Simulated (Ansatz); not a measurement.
# Cu3Re: the cost of one run

Method: DFT PBE, scalar-relativistic, plane waves, PAW, in Ansatz 0.2.0.

1 further run of the same task is left out (it didn't finish).

## Step 1: The starting structure

Symmetry: P4/mmm, No. 123, tetragonal system. The conventional cell has a = 3.482 Å, b = 3.482 Å, c = 4.865 Å, α = 90.00°, β = 90.00°, γ = 90.00°. Cu (site symmetry 4mm) is surrounded by 2 Cu at 2.38 to 2.49 Å. Cu (site symmetry 4/mmm) is surrounded by 2 Re at 2.43 Å and 8 Cu at 2.73 Å. Around Re (site symmetry 4/mmm) lie 10 Cu at 2.43 to 2.76 Å.

Structure file:

```xyz
4
Lattice="3.4816 0.0000 0.0000 0.0000 3.4816 0.0000 0.0000 0.0000 4.8651" Properties=species:S:1:pos:R:3 pbc="T T T"
Cu    1.7408    1.7408    1.1880
Cu    1.7408    1.7408    3.6771
Cu    0.0000    0.0000    0.0000
Re    0.0000    0.0000    2.4325
```

Recipe of the guess: random cell by space group and Wyckoff sites (P4/mmm, No. 123). The dimensions are guesses.

## Step 2: The guess as it stands, on a coarse mesh

Input file input.yaml:

```yaml
crystal:
  lattice:
    - [3.48160168, 0.0, 0.0]
    - [0.0, 3.48160168, 0.0]
    - [0.0, 0.0, 4.86508652]
  atoms:
    - { symbol: Cu, position: [0.5, 0.5, 0.24417868] }
    - { symbol: Cu, position: [0.5, 0.5, 0.75582132] }
    - { symbol: Cu, position: [0.0, 0.0, 0.0] }
    - { symbol: Re, position: [0.0, 0.0, 0.5] }
basis:
  ecutwfc: 420
kpoints:
  mp_grid: { grid: [6, 6, 4] }
hamiltonian:
  xc: pbe
scf:
  occupations: { method: gaussian, width: 0.1 }
  lower_state_search: "off"
output:
  forces: true
  stress: true
  eigenvalues: true
```

On the command line:

```bash
> ansatz run input.yaml --threads 1 --pin off --max-ram 2560MiB --backend cpu --events-out ev --progress --plain --runs-dir out
```

What time and memory should one allow on 1 thread of Intel Xeon at 2.80GHz (Skylake/Cascade Lake), shared host?

About 4.2 s, with a peak of 0.43 GiB.
